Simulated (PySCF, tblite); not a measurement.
**B3H7N3O+, a small gas-phase stand-in for a defect centre (BN ring, N edge): NMR shifts, core binding energies, electronic excitations and spin-spin couplings, part 1 of 2**

What NMR shifts, core binding energies, electronic excitations and spin-spin couplings should one expect for `[OH2+]N1BNBNB1`? It is drawn as: protonated.

Programs: tblite 0.8.0 and PySCF 2.14.0. All values are calculated, for the isolated system unless a continuum is named. Atoms count from 0, parts from 1.

## (1) The system as given

14 atoms, charge 1, multiplicity 1; geometry: distance geometry start.

## (2) Relaxing the cluster with GFN2-xTB

What the job is given:

```
{"job": {"kind": "relax", "xc": "GFN2-xTB", "basis": "xTB"}, "charge": 1, "multiplicity": 1}
B     -1.011067    -1.333694     1.314615
N     -1.191252    -1.462510    -0.195067
B     -0.148800    -0.676463    -1.067876
N      1.170084    -0.292374    -0.394823
B      1.039630     0.313942     1.035407
N     -0.239675    -0.063633     1.815644
O     -0.224635     0.122802     3.171218
H     -0.791095    -2.290994     1.886835
H     -2.150677    -1.459275    -0.538153
H     -0.071684    -1.029426    -2.175704
H      1.936478    -0.945499    -0.525182
H      1.409261     1.387140     1.167333
H     -0.141418     1.035767     3.480579
H      0.299257    -0.520763     3.671226
```

Level: GFN2-xTB geometry optimisation, gas phase.

On the command line:

```
$ OMP_NUM_THREADS=1 python cluster_run.py task.json out
```

This one command runs all jobs of the session in turn.

Log:

```text
step      E/eV     max force
  0    -533.97740    4.831
  1    -535.15983    2.778
  2    -536.02823    2.309
  3    -536.29808    1.101
  4    -536.49111    1.123
  5    -536.59102    1.087
  6    -536.76099    1.029
  7    -536.85376    1.190
  8    -537.06533    1.810
  9    -537.27557    1.256
 10    -537.45053    1.318
 11    -537.61364    0.806
 12    -537.69277    1.975
 13    -537.77786    0.978
 14    -537.83948    0.675
 15    -537.96820    0.677
 16    -538.01502    0.625
 17    -538.05766    0.454
 18    -538.08381    0.317
 19    -538.09402    0.304
 20    -538.10206    0.304
 21    -538.10828    0.257
 22    -538.11414    0.204
 23    -538.12054    0.211
 24    -538.12427    0.153
 25    -538.12742    0.147
 26    -538.12962    0.135
 27    -538.13242    0.147
 28    -538.13612    0.197
 29    -538.14002    0.162
 30    -538.14244    0.127
 31    -538.14381    0.092
 32    -538.14510    0.096
 33    -538.14661    0.090
 34    -538.14809    0.096
 35    -538.14922    0.093
 36    -538.15002    0.075
 37    -538.15073    0.067
 38    -538.15147    0.066
 39    -538.15228    0.070
 40    -538.15321    0.083
 41    -538.15435    0.095
 42    -538.15576    0.094
 43    -538.15734    0.092
 44    -538.15887    0.106
 45    -538.16016    0.104
 46    -538.16119    0.080
 47    -538.16202    0.071
 48    -538.16275    0.069
 49    -538.16343    0.068
 50    -538.16408    0.061
 51    -538.16463    0.056
 52    -538.16509    0.054
 53    -538.16551    0.053
 54    -538.16599    0.053
 55    -538.16661    0.090
 56    -538.16741    0.115
 57    -538.16845    0.113
 58    -538.16955    0.147
 59    -538.17128    0.124
 60    -538.17317    0.105
 61    -538.17476    0.079
 62    -538.17525    0.086
 63    -538.17582    0.075
 64    -538.17639    0.070
 65    -538.17794    0.095
 66    -538.17915    0.114
 67    -538.18060    0.129
 68    -538.18153    0.085
 69    -538.18220    0.120
 70    -538.18334    0.105
 71    -538.18447    0.079
 72    -538.18549    0.087
 73    -538.18614    0.079
 74    -538.18757    0.102
 75    -538.18881    0.096
 76    -538.18949    0.125
 77    -538.19005    0.066
 78    -538.19040    0.063
 79    -538.19102    0.047
 80    -538.19129    0.052
 81    -538.19154    0.042
 82    -538.19171    0.035
 83    -538.19192    0.036
 84    -538.19210    0.029
 85    -538.19221    0.032
 86    -538.19227    0.025
 87    -538.19233    0.038
 88    -538.19242    0.028
 89    -538.19256    0.030
 90    -538.19268    0.027
 91    -538.19277    0.026
 92    -538.19284    0.026
 93    -538.19292    0.029
 94    -538.19298    0.019
 95    -538.19300    0.051
 96    -538.19306    0.016
 97    -538.19309    0.013
 98    -538.19315    0.014
 99    -538.19317    0.015
100    -538.19321    0.017
101    -538.19323    0.015
102    -538.19324    0.014
103    -538.19325    0.007
```

It took 2.3 s on 1 thread of Arm Neoverse V2, shared host.

Relaxation path:

```
step  energy from step 0 (eV)  largest force (eV/Å)
   0                   0.0000                4.8310
   4                  -2.5137                1.1229
   8                  -3.0879                1.8101
  12                  -3.7154                1.9748
  16                  -4.0376                0.6252
  20                  -4.1247                0.3039
  24                  -4.1469                0.1529
  28                  -4.1587                0.1974
  32                  -4.1677                0.0964
  36                  -4.1726                0.0744
  40                  -4.1758                0.0824
  44                  -4.1815                0.1063
  48                  -4.1853                0.0687
  52                  -4.1877                0.0545
  56                  -4.1900                0.1157
  60                  -4.1958                0.1053
  64                  -4.1990                0.0703
  68                  -4.2041                0.0858
  72                  -4.2081                0.0871
  76                  -4.2121                0.1254
  80                  -4.2139                0.0522
  84                  -4.2147                0.0291
  88                  -4.2150                0.0276
  92                  -4.2154                0.0267
  96                  -4.2157                0.0163
 100                  -4.2158                0.0172
 103                  -4.2159                0.0066
```

Distances of close pairs at the start and the end, largest changes first:

```
 bond  before (Å)  after (Å)  change (Å)
N3–B4       1.559      1.396      -0.162
N1–B2       1.570      1.424      -0.146
B0–N5       1.568      1.425      -0.143
N5–O6       1.368      1.499      +0.131
B0–N1       1.526      1.397      -0.128
B4–N5       1.545      1.424      -0.121
B2–N3       1.530      1.425      -0.104
B0–H7       1.137      1.168      +0.032
```

## (3) Relaxing the molecule at PBE0-D3(BJ)/def2-SVP

What the job is given:

```
{"job": {"xc": "PBE0", "basis": "def2-SVP", "d3": "d3bj", "grid": 2, "kind": "geom", "shake": 0.01}, "charge": 1, "multiplicity": 1}
B     -1.011770    -0.711090     0.392865
N     -0.957670    -1.019161    -0.969185
B     -0.020812    -0.469016    -1.883114
N      0.965640     0.460421    -1.325355
B      0.941013     0.851897     0.005426
N     -0.064817     0.265288     0.826431
O     -0.125433     0.707931     2.257420
H     -1.783503    -1.131372     1.140917
H     -1.618563    -1.675061    -1.314723
H      0.018826    -0.767610    -2.989692
H      1.615981     0.848223    -1.934273
H      1.716716     1.605918     0.495419
H      0.727747     1.080729     2.488735
H     -0.409832    -0.061703     2.823540
```

Log:

```text
step   0  E = -317.51017160  max force = 0.048855
step   1  E = -317.52001546  max force = 0.018891
step   2  E = -317.52038245  max force = 0.007805
step   3  E = -317.52097946  max force = 0.003277
step   4  E = -317.52109667  max force = 0.001297
step   5  E = -317.52133737  max force = 0.004284
step   6  E = -317.52160746  max force = 0.003891
step   7  E = -317.52184562  max force = 0.002051
step   8  E = -317.52203253  max force = 0.003260
step   9  E = -317.52224982  max force = 0.004443
step  10  E = -317.52250827  max force = 0.003742
step  11  E = -317.52268150  max force = 0.001989
step  12  E = -317.52273181  max force = 0.000855
step  13  E = -317.52274167  max force = 0.000382
optimisation converged
```

Run time: 1.8 min. Hardware: 1 thread of Arm Neoverse V2, shared host; peak memory 0.73 GiB.

The steps of the relaxation:

```
step  energy from step 0 (eV)  largest force component (eV/Å)
   0                   0.0000                          2.5122
   1                  -0.2679                          0.9714
   2                  -0.2779                          0.4013
   3                  -0.2941                          0.1685
   4                  -0.2973                          0.0667
   5                  -0.3038                          0.2203
   6                  -0.3112                          0.2001
   7                  -0.3177                          0.1055
   8                  -0.3228                          0.1676
   9                  -0.3287                          0.2285
  10                  -0.3357                          0.1924
  11                  -0.3404                          0.1023
  12                  -0.3418                          0.0440
  13                  -0.3420                          0.0196
```

Close pairs (by a distance rule), those that changed most:

```
  bond  before (Å)  after (Å)  change (Å)
 N5–O6       1.499      1.435      -0.064
 B2–H9       1.147      1.199      +0.052
 B0–H7       1.154      1.198      +0.044
N3–H10       0.972      1.015      +0.043
 B0–N5       1.428      1.454      +0.027
 B2–N3       1.466      1.439      -0.026
 B4–N5       1.425      1.450      +0.026
 N1–H8       0.993      1.015      +0.022
```

The final coordinates are the input of the step that follows.

```
                         at the end point                value
  point group (found at 0.08 Å tolerance)                   Cs
rotational constants (GHz, main isotopes)  5.015, 2.419, 1.646
```

## (4) NMR shieldings: PBE0/pcSseg-1

What the job is given:

```
{"job": {"kind": "nmr", "xc": "PBE0", "basis": "pcSseg-1"}, "charge": 1, "multiplicity": 1}
B     -1.083712    -0.755280     0.403846
N     -1.015123    -1.013000    -0.976183
B     -0.040723    -0.450888    -1.867274
N      0.938596     0.438956    -1.301049
B      0.989392     0.784052     0.055944
N     -0.042940     0.153988     0.856685
O     -0.066134     0.456171     2.259659
H     -1.880896    -1.199224     1.180708
H     -1.708046    -1.640494    -1.371992
H     -0.040281    -0.710014    -3.037971
H      1.629923     0.842873    -1.924808
H      1.782151     1.524219     0.579067
H     -0.211439     1.411203     2.430814
H      0.740700     0.142063     2.721000
```

With the program's defaults for keys left out, this is: GIAO PBE0/pcSseg-1 NMR shielding, non-relativistic, gas phase.

Log:

```text
coarse grid: 11872 points
cycle   1  E = -317.5996826031  dE =  1.329e+00  |g| = 5.222e-01  |ddm| = 3.196e+00
cycle   2  E = -317.5634778288  dE =  3.620e-02  |g| = 6.819e-01  |ddm| = 8.876e-01
cycle   3  E = -317.6655026207  dE = -1.020e-01  |g| = 1.052e-01  |ddm| = 4.839e-01
cycle   4  E = -317.6677414601  dE = -2.239e-03  |g| = 2.138e-02  |ddm| = 7.625e-02
cycle   5  E = -317.6678377980  dE = -9.634e-05  |g| = 7.836e-03  |ddm| = 2.232e-02
cycle   6  E = -317.6678510167  dE = -1.322e-05  |g| = 2.813e-03  |ddm| = 6.598e-03
cycle   7  E = -317.6678525122  dE = -1.496e-06  |g| = 5.202e-04  |ddm| = 1.571e-03
final grid: 115416 points
cycle   8  E = -317.7045485052  dE = -3.395e-05  |g| = 9.458e-03  |ddm| = 2.102e-02
cycle   9  E = -317.7045297734  dE =  1.873e-05  |g| = 1.372e-02  |ddm| = 1.336e-02
cycle  10  E = -317.7045671142  dE = -3.734e-05  |g| = 7.663e-04  |ddm| = 7.598e-03
cycle  11  E = -317.7045672223  dE = -1.082e-07  |g| = 2.824e-04  |ddm| = 6.421e-04
cycle  12  E = -317.7045672360  dE = -1.363e-08  |g| = 5.989e-05  |ddm| = 1.748e-04
cycle  13  E = -317.7045672367  dE = -7.454e-10  |g| = 1.640e-05  |ddm| = 5.105e-05
converged SCF energy = -317.7045672367

GIAO shielding tensors (ppm)
atom      isotropic    diamagn.    paramagn.     s11        s22        s33       span
  0 B       73.246     197.910    -124.664     41.223     69.650    108.866     67.643
  1 N      119.455     325.025    -205.570    -20.203    140.479    238.090    258.293
  2 B       70.661     196.609    -125.947     45.767     49.310    116.908     71.141
  3 N      119.544     325.038    -205.495    -19.543    139.737    238.437    257.981
  4 B       73.955     200.393    -126.438     43.870     69.825    108.171     64.301
  5 N      -16.460     329.062    -345.521    -43.833    -33.837     28.291     72.125
  6 O      235.987     385.226    -149.239    199.757    214.387    293.818     94.061
  7 H       25.760      28.333      -2.573     23.435     26.472     27.373      3.938
  8 H       24.521      28.621      -4.101     19.777     24.101     29.685      9.908
  9 H       26.111      27.700      -1.590     23.244     26.461     28.626      5.382
 10 H       24.517      29.099      -4.582     19.829     24.069     29.654      9.825
 11 H       25.899      29.648      -3.749     23.698     26.640     27.361      3.663
 12 H       23.594      26.758      -3.164     16.024     19.385     35.373     19.350
 13 H       23.574      26.739      -3.165     16.016     19.338     35.369     19.353
```

Run time: 12 s. Hardware: 1 thread of Arm Neoverse V2, shared host; peak memory 0.84 GiB.

Shifts follow as δ = σ(reference) − σ, with reference shieldings (ppm) from runs at the same level and on the same kind of geometry: $^{1}$H TMS 31.27, $^{15}$N NH3 265.7, $^{17}$O H2O 334.6, $^{11}$B BF3·OEt2 100.7. The references are single molecules in the gas phase, so shifts against H2O, NH3, PH3, H3PO4 or CFCl3 are not on the usual liquid scales and can be off by tens of ppm. Atoms listed in one row are averaged.

```
   atoms                           environment  σ (ppm)  δ (ppm)
H12, H13     hydrogen on an oxygen bonded to N    23.58     7.68
     H10  hydrogen on a nitrogen bonded to 2 B    24.52     6.75
      H8  hydrogen on a nitrogen bonded to 2 B    24.52     6.75
      H7     hydrogen on a boron bonded to 2 N    25.76     5.51
     H11     hydrogen on a boron bonded to 2 N    25.90     5.37
      H9     hydrogen on a boron bonded to 2 N    26.11     5.16
      B2                boron bonded to 2 N, H     70.7     30.1
      B0                boron bonded to 2 N, H     73.2     27.5
      B4                boron bonded to 2 N, H     74.0     26.8
      N5             nitrogen bonded to 2 B, O    -16.5    282.1
      N1             nitrogen bonded to 2 B, H    119.5    146.2
      N3             nitrogen bonded to 2 B, H    119.5    146.1
      O6               oxygen bonded to N, 2 H    236.0     98.6
```

Charges from the same density, by scheme (e):

```
atoms  Mulliken    IAO  Hirshfeld  ESP fit
   B0      0.38   0.20       0.18     0.29
   N1     -0.52  -0.44      -0.20    -0.55
   B2      0.34   0.23       0.21     0.35
   N3     -0.52  -0.43      -0.20    -0.48
   B4      0.32   0.17       0.18     0.20
   N5     -0.38  -0.15      -0.06     0.07
   O6     -0.09  -0.23       0.08    -0.46
```

Mayer bond orders: B0–N1 1.26, N1–B2 1.11, B2–N3 1.09, N3–B4 1.30, B4–N5 0.95, N5–O6 0.79, N5–B0 0.93.

Ring of atoms B0, N1, B2, N3, B4, N5: NICS(0) -5.4, NICS(1) -4.0, NICS(1)zz -5.1 ppm (means of both faces).

## (5) X-ray photoelectron lines: SCAN, X2C

Settings changed since step 4:

```diff
@@ -1,2 +1,2 @@
-{"job": {"kind": "nmr", "xc": "PBE0", "basis": "pcSseg-1"}, "charge": 1, "multiplicity": 1}
+{"job": {"kind": "xps", "holes": 5}, "charge": 1, "multiplicity": 1}
 B     -1.083712    -0.755280     0.403846
```

With the program's defaults for keys left out, this is: delta-SCF UKS SCAN, pcX-2 on the ionised atom, pcseg-1 elsewhere, spin-free X2C.

Log:

```text
ground state, core basis on atom 0 (B), 164 functions
  cycle   1  E = -317.98704416  |g| = 5.80e-01
  cycle   2  E = -317.83510699  |g| = 9.67e-01
  cycle   3  E = -318.06523425  |g| = 1.53e-01
  cycle   4  E = -318.07068011  |g| = 4.64e-02
  cycle   5  E = -318.07115372  |g| = 1.74e-02
  cycle   6  E = -318.07121838  |g| = 6.09e-03
  cycle   7  E = -318.07122530  |g| = 2.18e-03
  cycle   8  E = -318.07122507  |g| = 9.72e-04
  cycle   9  E = -318.07122724  |g| = 1.98e-04
  E(ground) = -318.09039411 Eh
hole in B 1s of atom 0
  cycle   1  E = -310.27652492  |g| = 1.17e+00
  cycle   2  E = -308.62911865  |g| = 1.93e+00
  cycle   3  E = -310.45019645  |g| = 6.59e-01
  cycle   4  E = -310.64834037  |g| = 2.75e-01
  cycle   5  E = -310.67726681  |g| = 1.15e-01
  cycle   6  E = -310.68340735  |g| = 2.94e-02
  cycle   7  E = -310.68384502  |g| = 1.64e-02
  cycle   8  E = -310.68401692  |g| = 9.30e-03
  cycle   9  E = -310.68409158  |g| = 7.11e-03
  cycle  10  E = -310.68414687  |g| = 4.09e-03
  cycle  11  E = -310.68416755  |g| = 2.10e-03
  cycle  12  E = -310.68417124  |g| = 8.24e-04
  cycle  13  E = -310.68417136  |g| = 2.51e-04
  E(ion) = -310.70370512 Eh   <S^2> = 0.8196   hole on atom = 1.000   binding energy = 201.002 eV
ground state, core basis on atom 1 (N), 164 functions
  cycle   1  E = -318.08828172  |g| = 7.17e-02
  cycle   2  E = -318.08828632  |g| = 6.59e-03
  cycle   3  E = -318.08827669  |g| = 9.09e-03
  cycle   4  E = -318.08829722  |g| = 1.38e-03
  cycle   5  E = -318.08829628  |g| = 2.76e-04
  E(ground) = -318.10484958 Eh
hole in N 1s of atom 1
  cycle   1  E = -302.34373670  |g| = 1.87e+00
  cycle   2  E = -301.79013536  |g| = 2.02e+00
  cycle   3  E = -302.99289952  |g| = 3.91e-01
  cycle   4  E = -303.02124958  |g| = 2.42e-01
  cycle   5  E = -303.04877104  |g| = 4.69e-02
  cycle   6  E = -303.04954220  |g| = 2.30e-02
  cycle   7  E = -303.04972912  |g| = 5.88e-03
  cycle   8  E = -303.04974369  |g| = 1.52e-03
  cycle   9  E = -303.04974384  |g| = 9.68e-04
  cycle  10  E = -303.04974416  |g| = 3.99e-04
  E(ion) = -303.06416365 Eh   <S^2> = 0.7638   hole on atom = 1.000   binding energy = 409.278 eV
ground state, core basis on atom 4 (B), 164 functions
  cycle   1  E = -318.07084234  |g| = 5.08e-02
  cycle   2  E = -318.07073598  |g| = 3.35e-02
  cycle   3  E = -318.07092846  |g| = 1.92e-02
  cycle   4  E = -318.07101562  |g| = 5.83e-03
  cycle   5  E = -318.07102413  |g| = 9.06e-04
  cycle   6  E = -318.07102423  |g| = 2.58e-04
  E(ground) = -318.09046333 Eh
hole in B 1s of atom 4
  cycle   1  E = -310.26926745  |g| = 1.17e+00
  cycle   2  E = -308.57598649  |g| = 1.95e+00
  cycle   3  E = -310.44021151  |g| = 6.68e-01
  cycle   4  E = -310.64312352  |g| = 2.73e-01
  cycle   5  E = -310.67146856  |g| = 1.17e-01
  cycle   6  E = -310.67770261  |g| = 3.51e-02
  cycle   7  E = -310.67827305  |g| = 1.96e-02
  cycle   8  E = -310.67849360  |g| = 1.10e-02
  cycle   9  E = -310.67860189  |g| = 6.30e-03
  cycle  10  E = -310.67865845  |g| = 3.81e-03
  cycle  11  E = -310.67867589  |g| = 2.06e-03
  cycle  12  E = -310.67867860  |g| = 8.67e-04
  cycle  13  E = -310.67867848  |g| = 2.23e-04
  E(ion) = -310.69834802 Eh   <S^2> = 0.8236   hole on atom = 1.000   binding energy = 201.150 eV
ground state, core basis on atom 5 (N), 164 functions
  cycle   1  E = -318.09189993  |g| = 7.38e-02
  cycle   2  E = -318.09191713  |g| = 1.70e-02
  cycle   3  E = -318.09187017  |g| = 2.34e-02
  cycle   4  E = -318.09196809  |g| = 3.22e-03
  cycle   5  E = -318.09196930  |g| = 7.76e-04
  cycle   6  E = -318.09196941  |g| = 1.37e-04
  E(ground) = -318.10880613 Eh
hole in N 1s of atom 5
  cycle   1  E = -302.23736855  |g| = 1.86e+00
  cycle   2  E = -298.83232206  |g| = 2.93e+00
  cycle   3  E = -302.40283039  |g| = 1.01e+00
  cycle   4  E = -302.85001998  |g| = 5.06e-01
  cycle   5  E = -302.92740055  |g| = 1.77e-01
  cycle   6  E = -302.93917039  |g| = 5.53e-02
  cycle   7  E = -302.94077585  |g| = 1.77e-02
  cycle   8  E = -302.94089975  |g| = 8.51e-03
  cycle   9  E = -302.94093702  |g| = 2.64e-03
  cycle  10  E = -302.94094543  |g| = 1.05e-03
  cycle  11  E = -302.94094763  |g| = 7.40e-04
  cycle  12  E = -302.94094742  |g| = 1.63e-04
  E(ion) = -302.95662300 Eh   <S^2> = 0.7885   hole on atom = 1.000   binding energy = 412.312 eV
ground state, core basis on atom 6 (O), 164 functions
  cycle   1  E = -318.10777713  |g| = 1.02e-01
  cycle   2  E = -318.10705562  |g| = 8.12e-02
  cycle   3  E = -318.10771010  |g| = 5.12e-02
  cycle   4  E = -318.10813472  |g| = 4.55e-03
  cycle   5  E = -318.10813829  |g| = 8.43e-04
  cycle   6  E = -318.10813768  |g| = 1.71e-04
  E(ground) = -318.12523976 Eh
hole in O 1s of atom 6
  cycle   1  E = -297.11693204  |g| = 2.21e+00
  cycle   2  E = -287.99444825  |g| = 3.67e+00
  cycle   3  E = -294.39434704  |g| = 2.09e+00
  cycle   4  E = -297.65687034  |g| = 7.70e-01
  cycle   5  E = -297.86544327  |g| = 3.54e-01
  cycle   6  E = -297.89911662  |g| = 1.85e-01
  cycle   7  E = -297.91912042  |g| = 5.55e-02
  cycle   8  E = -297.92011731  |g| = 2.01e-02
  cycle   9  E = -297.92037621  |g| = 5.92e-03
  cycle  10  E = -297.92039173  |g| = 2.15e-03
  cycle  11  E = -297.92039346  |g| = 1.01e-03
  cycle  12  E = -297.92039444  |g| = 2.91e-04
  E(ion) = -297.93722204 Eh   <S^2> = 0.7684   hole on atom = 1.000   binding energy = 549.344 eV
```

Wall time 37 s (1 thread of Arm Neoverse V2, shared host); peak memory 0.71 GiB.

The holes in one table. −ε is the ground-state orbital energy:

```
     hole  stands for                environment  ΔSCF (eV)  −ε (eV)   ⟨S²⟩
B1s on B0          B0     boron bonded to 2 N, H     201.00    185.2  0.820
N1s on N1          N1  nitrogen bonded to 2 B, H     409.28    390.3  0.764
B1s on B4          B4     boron bonded to 2 N, H     201.15    185.4  0.824
N1s on N5          N5  nitrogen bonded to 2 B, O     412.31    393.3  0.788
O1s on O6          O6    oxygen bonded to N, 2 H     549.34    527.2  0.768
```

(Continued in part 2 of 2.)
